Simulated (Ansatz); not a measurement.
**C₄H₃F₃: shape, modes and thermochemistry**

The task is to find a stationary geometry of C₄H₃F₃, check the end point by its vibrations and derive ideal-gas thermochemistry, and look at its orbitals and charge.

Computed with Ansatz 0.2.0, Gaussian basis. Level: RKS PBE0-D4/def2-TZVP.

Levels to be run: relaxation at PBE-D4/def2-SVP; relaxation at PBE0-D4/def2-TZVP; harmonic vibrations at the same level; a single point in def2-TZVPP for the fields.

### Step 1. Starting geometry

SMILES `C=C(F)C=C(F)F`, 10 atoms, charge 0, spin multiplicity 1.

Atoms are counted from 1 here; the program's logs count them from 0.

Bond lengths: C1–C2 1.333 Å, C1–H8 1.031 Å, C1–H9 1.080 Å, C2–F3 1.340 Å, C2–C4 1.482 Å, C4–C5 1.297 Å, C4–H10 1.052 Å, C5–F6 1.355 Å, C5–F7 1.366 Å. Angles: C2–C1–H8 121.6°, C2–C1–H9 118.6°, H8–C1–H9 119.1°, C1–C2–F3 116.4°, C1–C2–C4 125.0°, F3–C2–C4 118.4°, C2–C4–C5 123.6°, C2–C4–H10 115.9°, C5–C4–H10 119.7°, C4–C5–F6 123.6°, C4–C5–F7 118.9°, F6–C5–F7 117.4°.

Geometry (Å):

| atom | x (Å) | y (Å) | z (Å) |
| --- | --- | --- | --- |
| C1 | -0.6184 | -1.3742 | -1.1305 |
| C2 | -0.2938 | -0.6779 | -0.0412 |
| F3 | -0.4701 | -1.2953 | 1.1353 |
| C4 | 0.3375 | 0.6634 | -0.0469 |
| C5 | 0.6475 | 1.3150 | 1.0303 |
| F6 | 0.5359 | 0.7973 | 2.2777 |
| F7 | 1.1784 | 2.5686 | 0.9152 |
| H8 | -1.0381 | -2.3134 | -1.0663 |
| H9 | -0.5766 | -0.8815 | -2.0909 |
| H10 | 0.3807 | 1.1469 | -0.9798 |

The start is a force-field geometry with small random shifts, so a cheaper pass at PBE-D4/def2-SVP comes first.

### Step 2. Relaxation at PBE-D4/def2-SVP (cheap first pass)

Input file in.yaml:

```yaml
crystal:
  periodic: [false, false, false]
  atoms:
    - {symbol: C, position_ang: [-0.618400, -1.374200, -1.130500]}
    - {symbol: C, position_ang: [-0.293800, -0.677900, -0.041200]}
    - {symbol: F, position_ang: [-0.470100, -1.295300, 1.135300]}
    - {symbol: C, position_ang: [0.337500, 0.663400, -0.046900]}
    - {symbol: C, position_ang: [0.647500, 1.315000, 1.030300]}
    - {symbol: F, position_ang: [0.535900, 0.797300, 2.277700]}
    - {symbol: F, position_ang: [1.178400, 2.568600, 0.915200]}
    - {symbol: H, position_ang: [-1.038100, -2.313400, -1.066300]}
    - {symbol: H, position_ang: [-0.576600, -0.881500, -2.090900]}
    - {symbol: H, position_ang: [0.380700, 1.146900, -0.979800]}
basis:
  gaussian: {orbitals: def2-SVP}
hamiltonian: {xc: pbe, dispersion: d4}
relax: {f_tol: 0.03, max_steps: 200}
```

Command:

```
ansatz run in.yaml --threads 4 --pin off --events-out ev --progress --plain --max-ram 10444MiB
```

The program printed, cut to the lines that bear on the results:

```text
Functional definition: PBE
  name "PBE"
  cite "Perdew, Burke & Ernzerhof, Phys. Rev. Lett. 77, 3865 (1996) doi:10.1103/PhysRevLett.77.3865"
  parent pbe
[...]
1250 factors; their error is unknown
[...]
mean field -12323.35300672 eV, -452.8748699283 hartree, gradient 2.3e-5 eV, S^2 0.000000; 0 other end points of the search recorded, 0 dependent functions left out
[...]
reference -12323.35303047 eV, -452.8748708011 hartree; 27, 27 occupied and 86, 86 virtual orbitals, 1250 factors
relax step   1: F+E_penalty+E_count = -12323.54403358 eV  Δ(F+E_penalty+E_count) = +0.000e0 eV  max|allowed force component| = 3.313e0 eV/Å  Δτ_max = 0.0000 Å  (32 SCF iters, accepted)
[...]
relax step   5: F+E_penalty+E_count = -12324.01197960 eV  Δ(F+E_penalty+E_count) = -1.323e-3 eV  max|allowed force component| = 5.395e-2 eV/Å  Δτ_max = 0.0125 Å  (33 SCF iters, accepted)
[...]
relax step   6: F+E_penalty+E_count = -12324.01215576 eV  Δ(F+E_penalty+E_count) = -1.762e-4 eV  max|allowed force component| = 1.808e-2 eV/Å  Δτ_max = 0.0049 Å  (34 SCF iters, accepted)
1250 factors; their error is unknown
[...]
mean field -12323.82320545 eV, -452.8921494131 hartree, gradient 2.2e-5 eV, S^2 0.000000; 1 other end points of the search recorded, 0 dependent functions left out
[...]
reference -12323.82322987 eV, -452.8921503102 hartree; 27, 27 occupied and 86, 86 virtual orbitals, 1250 factors
Total energy: -12324.01218017 eV, -452.8990941059 hartree
Atom 0 at    -0.666240    -1.371080    -1.169493 Å, force    -0.000870    -0.000588     0.001294 eV/Å
Atom 1 at    -0.289237    -0.697516    -0.061942 Å, force     0.010789     0.018079     0.010116 eV/Å
Atom 2 at    -0.431623    -1.277958     1.149963 Å, force     0.000368     0.002536    -0.002791 eV/Å
Atom 3 at     0.277282     0.641267    -0.037578 Å, force    -0.001005    -0.003711     0.002996 eV/Å
Atom 4 at     0.660637     1.329660     1.058465 Å, force    -0.008320    -0.013338    -0.002810 eV/Å
Atom 5 at     0.591262     0.914226     2.307679 Å, force     0.001000     0.002058    -0.004695 eV/Å
Atom 6 at     1.170292     2.550794     0.999821 Å, force     0.001931     0.002592    -0.000682 eV/Å
Atom 7 at    -1.085178    -2.382397    -1.084864 Å, force    -0.001080    -0.000935    -0.004992 eV/Å
Atom 8 at    -0.556450    -0.912444    -2.160193 Å, force    -0.000789    -0.001604    -0.002333 eV/Å
Atom 9 at     0.412254     1.154348    -0.998958 Å, force    -0.002024    -0.005089     0.003897 eV/Å
Dipole moment:     0.021617     0.107564    -0.281753 e Å
```

It took 8 s on 4 threads of Arm Neoverse V1, shared host.

The steps of the relaxation:

| step | energy from step 1 (eV) | largest force component (eV/Å) |
| --- | --- | --- |
| 1 | 0.0000 | 3.3126 |
| 2 | -0.4021 | 1.2789 |
| 3 | -0.4576 | 0.3128 |
| 4 | -0.4666 | 0.2167 |
| 5 | -0.4679 | 0.0539 |
| 6 | -0.4681 | 0.0181 |

Close pairs (by a distance rule), those that changed most:

| bond | before (Å) | after (Å) | change (Å) |
| --- | --- | --- | --- |
| C1–H8 | 1.031 | 1.098 | +0.067 |
| C4–C5 | 1.297 | 1.350 | +0.053 |
| C4–H10 | 1.052 | 1.098 | +0.046 |
| C5–F7 | 1.366 | 1.325 | -0.042 |
| C5–F6 | 1.355 | 1.318 | -0.037 |
| C2–C4 | 1.482 | 1.454 | -0.029 |
| C1–C2 | 1.333 | 1.350 | +0.017 |
| C1–H9 | 1.080 | 1.097 | +0.017 |

### Step 3. Geometry optimisation, PBE0-D4/def2-TZVP

Input file in.yaml:

```yaml
crystal:
  periodic: [false, false, false]
  atoms:
    - {symbol: C, position_ang: [-0.666240, -1.371080, -1.169493]}
    - {symbol: C, position_ang: [-0.289237, -0.697516, -0.061942]}
    - {symbol: F, position_ang: [-0.431623, -1.277958, 1.149963]}
    - {symbol: C, position_ang: [0.277282, 0.641267, -0.037578]}
    - {symbol: C, position_ang: [0.660637, 1.329660, 1.058465]}
    - {symbol: F, position_ang: [0.591262, 0.914226, 2.307679]}
    - {symbol: F, position_ang: [1.170292, 2.550794, 0.999821]}
    - {symbol: H, position_ang: [-1.085178, -2.382397, -1.084864]}
    - {symbol: H, position_ang: [-0.556450, -0.912444, -2.160193]}
    - {symbol: H, position_ang: [0.412254, 1.154348, -0.998958]}
basis:
  gaussian: {orbitals: def2-TZVP}
hamiltonian: {xc: pbe0, dispersion: d4}
relax: {f_tol: 0.005, max_steps: 150}
```

The command is unchanged.

The program printed, cut to the lines that bear on the results:

```text
Functional definition: PBE0
  name "PBE0"
  cite "Adamo & Barone, J. Chem. Phys. 110, 6158 (1999) doi:10.1063/1.478522"
  cite "Perdew, Burke & Ernzerhof, Phys. Rev. Lett. 77, 3865 (1996) doi:10.1103/PhysRevLett.77.3865"
  parent pbe
[...]
1320 factors; their error is unknown
[...]
mean field -12338.38181976 eV, -453.4271686205 hartree, gradient 2.4e-5 eV, S^2 0.000000; 0 other end points of the search recorded, 0 dependent functions left out
[...]
reference -12338.38184477 eV, -453.4271695397 hartree; 27, 27 occupied and 208, 208 virtual orbitals, 1320 factors
relax step   1: F+E_penalty+E_count = -12338.53971293 eV  Δ(F+E_penalty+E_count) = +0.000e0 eV  max|allowed force component| = 6.969e-1 eV/Å  Δτ_max = 0.0000 Å  (32 SCF iters, accepted)
[...]
Atom 0 at    -0.657969    -1.354356    -1.154065 Å, force     0.000598     0.001316     0.001092 eV/Å
Atom 1 at    -0.288195    -0.695770    -0.062321 Å, force    -0.000540    -0.001095     0.000590 eV/Å
Atom 2 at    -0.431224    -1.275242     1.137416 Å, force     0.000319     0.000368    -0.000927 eV/Å
Atom 3 at     0.274806     0.634015    -0.033577 Å, force     0.000712     0.002400    -0.001962 eV/Å
Atom 4 at     0.651694     1.312174     1.042388 Å, force     0.000386     0.000671     0.001904 eV/Å
Atom 5 at     0.589713     0.916171     2.283223 Å, force    -0.000212    -0.000402    -0.000629 eV/Å
Atom 6 at     1.156538     2.522161     0.980541 Å, force    -0.000504    -0.001059    -0.000760 eV/Å
Atom 7 at    -1.071722    -2.350252    -1.083083 Å, force    -0.000995    -0.001999     0.000080 eV/Å
Atom 8 at    -0.547201    -0.896714    -2.126297 Å, force     0.000367     0.000497    -0.000425 eV/Å
Atom 9 at     0.406557     1.136714    -0.981325 Å, force    -0.000130    -0.000697     0.001037 eV/Å
Dipole moment:     0.003391     0.079749    -0.357855 e Å
```

It took 28 s on 4 threads of Arm Neoverse V1, shared host; peak memory 0.64 GiB.

The steps of the relaxation:

| step | energy from step 1 (eV) | largest force component (eV/Å) |
| --- | --- | --- |
| 1 | 0.0000 | 0.6969 |
| 2 | -0.0591 | 0.2537 |
| 3 | -0.0638 | 0.0218 |
| 4 | -0.0638 | 0.0215 |
| 5 | -0.0639 | 0.0050 |
| 6 | -0.0639 | 0.0024 |

Distances of close pairs at the start and the end, largest changes first:

| bond | before (Å) | after (Å) | change (Å) |
| --- | --- | --- | --- |
| C4–C5 | 1.350 | 1.327 | -0.023 |
| C1–C2 | 1.350 | 1.328 | -0.022 |
| C4–H10 | 1.098 | 1.081 | -0.017 |
| C1–H8 | 1.098 | 1.081 | -0.017 |
| C1–H9 | 1.097 | 1.080 | -0.017 |
| C5–F6 | 1.318 | 1.304 | -0.014 |
| C5–F7 | 1.325 | 1.313 | -0.012 |
| C2–F3 | 1.351 | 1.340 | -0.011 |

Mulliken charges of the relaxed molecule (report file):

| atom | value (e) |
| --- | --- |
| C1 | -0.34 |
| C2 | 0.27 |
| F3 | -0.18 |
| C4 | -0.29 |
| C5 | 0.38 |
| F6 | -0.13 |
| F7 | -0.14 |
| H8 | 0.15 |
| H9 | 0.14 |
| H10 | 0.15 |

### Step 4. Force constants and modes

Input file in.yaml:

```yaml
crystal:
  periodic: [false, false, false]
  atoms:
    - {symbol: C, position_ang: [-0.657969, -1.354356, -1.154065]}
    - {symbol: C, position_ang: [-0.288195, -0.695770, -0.062321]}
    - {symbol: F, position_ang: [-0.431224, -1.275242, 1.137416]}
    - {symbol: C, position_ang: [0.274806, 0.634015, -0.033577]}
    - {symbol: C, position_ang: [0.651694, 1.312174, 1.042388]}
    - {symbol: F, position_ang: [0.589713, 0.916171, 2.283223]}
    - {symbol: F, position_ang: [1.156538, 2.522161, 0.980541]}
    - {symbol: H, position_ang: [-1.071722, -2.350252, -1.083083]}
    - {symbol: H, position_ang: [-0.547201, -0.896714, -2.126297]}
    - {symbol: H, position_ang: [0.406557, 1.136714, -0.981325]}
basis:
  gaussian: {orbitals: def2-TZVP}
hamiltonian: {xc: pbe0, dispersion: d4}
phonons: {temperatures: {t_min: 298.15, t_max: 900, t_step: 200}}
```

Launched as before.

The program printed, cut to the lines that bear on the results:

```text
Functional definition: PBE0
  name "PBE0"
  cite "Adamo & Barone, J. Chem. Phys. 110, 6158 (1999) doi:10.1063/1.478522"
  cite "Perdew, Burke & Ernzerhof, Phys. Rev. Lett. 77, 3865 (1996) doi:10.1103/PhysRevLett.77.3865"
  parent pbe
[...]
1320 factors; their error is unknown
[...]
mean field -12338.44444886 eV, -453.4294701977 hartree, gradient 2.8e-5 eV, S^2 0.000000; 0 other end points of the search recorded, 0 dependent functions left out
[...]
reference -12338.44447373 eV, -453.4294711115 hartree; 27, 27 occupied and 208, 208 virtual orbitals, 1320 factors
[...]
1320 factors; their error is unknown
mean field -12338.44438159 eV, -453.4294677254 hartree, gradient 1.7e-6 eV, S^2 0.000000; 0 other end points of the search recorded, 0 dependent functions left out
[...]
reference -12338.44440645 eV, -453.4294686392 hartree; 27, 27 occupied and 208, 208 virtual orbitals, 1320 factors
[...]
Atom 2 at    -0.431224    -1.275242     1.137416 Å, force     0.000317     0.000362    -0.000913 eV/Å
Atom 3 at     0.274806     0.634015    -0.033577 Å, force     0.000704     0.002390    -0.002004 eV/Å
Atom 4 at     0.651694     1.312174     1.042388 Å, force     0.000400     0.000684     0.001942 eV/Å
Atom 5 at     0.589713     0.916171     2.283223 Å, force    -0.000217    -0.000409    -0.000625 eV/Å
Atom 6 at     1.156538     2.522161     0.980541 Å, force    -0.000501    -0.001048    -0.000768 eV/Å
Atom 7 at    -1.071722    -2.350252    -1.083083 Å, force    -0.000995    -0.001999     0.000083 eV/Å
Atom 8 at    -0.547201    -0.896714    -2.126297 Å, force     0.000367     0.000495    -0.000422 eV/Å
Atom 9 at     0.406557     1.136714    -0.981325 Å, force    -0.000132    -0.000700     0.001037 eV/Å
Dipole moment:     0.003391     0.079748    -0.357855 e Å
Vibrations: 68.24 170.89 187.18 355.76 382.04 545.12 611.78 640.27 673.04 727.89 842.46 863.57 901.00 958.17 1015.01 1232.95 1337.91 1395.99 1433.09 1713.88 1806.22 3197.99 3243.86 3296.46 cm⁻¹, zero-point energy 1.711031 eV
```

Wall time 3 min (4 threads of Arm Neoverse V1, shared host); peak memory 0.65 GiB.

Motions are named by where the mode's potential energy lies. The modes, unscaled (a negative number is an imaginary wavenumber):

| mode | cm⁻¹ | motion |
| --- | --- | --- |
| 1 | 68 | torsion |
| 2 | 171 | bend |
| 3 | 187 | torsion |
| 4 | 356 | bend |
| 5 | 382 | bend |
| 6 | 545 | bend |
| 7 | 612 | torsion |
| 8 | 640 | torsion |
| 9 | 673 | bend |
| 10 | 728 | torsion |
| 11 | 842 | torsion |
| 12 | 864 | torsion with out-of-plane bend |
| 13 | 901 | bend with C–F stretch |
| 14 | 958 | C–F stretch with bend |
| 15 | 1015 | bend with C–F stretch |
| 16 | 1233 | bend with C–F stretch |
| 17 | 1338 | C–F stretch with bend |
| 18 | 1396 | bend with C–F stretch |
| 19 | 1433 | bend |
| 20 | 1714 | C–C stretch |
| 21 | 1806 | C–C stretch |
| 22 | 3198 | C–H stretch |
| 23 | 3244 | C–H stretch |
| 24 | 3296 | C–H stretch |

Ideal gas, rigid rotor and harmonic oscillator at 298.15 K and 1 bar, with symmetry number 1:

| term | value |
| --- | --- |
| zero-point energy | 39.5 kcal/mol |
| H(298) − E | 44.1 kcal/mol |
| entropy, translation | 167.3 J/(mol K) |
| entropy, rotation | 115.4 J/(mol K) |
| entropy, vibration | 57.8 J/(mol K) |
| entropy, total | 340.5 J/(mol K) |

### Step 5. Fields at the relaxed geometry

in.yaml, as its differences from that of step 4:

```diff
@@ -14,4 +14,4 @@
 basis:
-  gaussian: {orbitals: def2-TZVP}
+  gaussian: {orbitals: def2-TZVPP}
 hamiltonian: {xc: pbe0, dispersion: d4}
-phonons: {temperatures: {t_min: 298.15, t_max: 900, t_step: 200}}
+output: {orbitals: {seedname: orbitals}}
```

Launched as before.

The program printed:

```text
Functional definition: PBE0
  name "PBE0"
  cite "Adamo & Barone, J. Chem. Phys. 110, 6158 (1999) doi:10.1063/1.478522"
  cite "Perdew, Burke & Ernzerhof, Phys. Rev. Lett. 77, 3865 (1996) doi:10.1103/PhysRevLett.77.3865"
  parent pbe
  parameter a = 0.25
  parameter kappa = 0.804
  parameter beta = 0.06672455060314922
  exchange = (1 - a)*pbe_x(kappa = kappa, mu = beta*pi^2/3) + a*exact_x
  correlation = pbe_c(beta = beta)
1365 factors; their error is unknown
mean field evaluation 1: about -12330.4637 eV, gradient 6.1e1 eV
mean field evaluation 2: about -12323.8763 eV, gradient 7.6e1 eV
mean field evaluation 4: about -12338.4254 eV, gradient 3.5e0 eV
mean field evaluation 8: about -12338.4348 eV, gradient 3.4e-1 eV
mean field evaluation 16: about -12338.4736 eV, gradient 3.6e-4 eV
mean field -12338.47360299 eV, -453.4305415921 hartree, gradient 3.5e-5 eV, S^2 0.000000; 0 other end points of the search recorded, 0 dependent functions left out
reference -12338.47362807 eV, -453.4305425138 hartree; 27, 27 occupied and 232, 232 virtual orbitals, 1365 factors
Total energy: -12338.63275563 eV, -453.4363903439 hartree
```

Run time: 3.2 s. Hardware: 4 threads of Arm Neoverse V1, shared host; peak memory 0.62 GiB.

The fields below are evaluated on a grid from the run's orbitals.

Frontier orbitals at PBE0-D4/def2-TZVPP, with the share of their density that lies nearest to each atom:

| orbital | energy (eV) | lies on |
| --- | --- | --- |
| HOMO | -6.93 | C1 30 %; C2, C4, C5 about 15 % each |
| LUMO | -0.89 | C5 28 %; C1, C2 about 18 % each; C4 11 % |

ELF in a plane through or near 10 of the atoms.

Ten even steps from '0' (0.00) to '9' (1.00):
```
0000000000000000000000000000
0000000000000000000000000000
0000000000000000000000000000
0000000000000011000000000000
0000000243000388600000000000
0000006899400899920143100000
0000017999800899920577510000
0000006999700699721778730000
0000013687521542463736851000
0000256736664833471778741000
0000699964844685743222210000
0001799995623331137742000000
0000699961158620056487200000
0000278610475771068487300000
0000011001686782047764100000
0000000001356540002110000000
0000000000011100000000000000
0000000000000000000000000000
0000000000000000000000000000
0000000000000000000000000000
```
The map spans 10.9 Å across and 8.6 Å up, centred on the molecule. Atoms in the plane (x, y in Å): C1 (-1.9, 0.1), C2 (-0.7, -0.4), F3 (-0.5, -1.7), C4 (0.6, 0.4), C5 (1.8, 0.0), F6 (2.2, -1.3), F7 (2.8, 0.7), H8 (-2.7, -0.5), H9 (-2.1, 1.2), H10 (0.4, 1.5).

On the surface of density 0.002 e/bohr³ the electrostatic potential runs, from the 1st to the 99th percentile, from -0.67 V near F3 to 1.34 V near H10.

### Step 6. Outcome

| quantity | value |
| --- | --- |
| point group | Cs |
| steps | 6 + 6 |
| shift from the start (rms) | 0.063 Å |
| total energy | -12338.6036 eV |
| dispersion term | -159 meV |
| dipole moment | 1.76 D |
| lowest, highest wavenumber | 68, 3296 cm⁻¹ |
| zero-point energy | 39.5 kcal/mol |
| entropy at 298.15 K | 340.5 J/(mol K) |
| HOMO, LUMO | -6.93, -0.89 eV |

The relaxed geometry lies 0.06 Å (rms) from the start; the bond that changed most is C5–F7, from 1.366 to 1.313 Å. All wavenumbers are real, so the end point is a minimum. The stiffest mode, 3296 cm⁻¹, is a C–H stretch, and 3 modes under 200 cm⁻¹ make the vibrational entropy uncertain. Harmonic hybrid wavenumbers usually lie a few per cent above measured fundamentals. The largest Mulliken charge, +0.38 e, sits on C5. The HOMO lies mostly on C1 30 %; C2, C4, C5 about 15 % each and the LUMO on C5 28 %; C1, C2 about 18 % each.
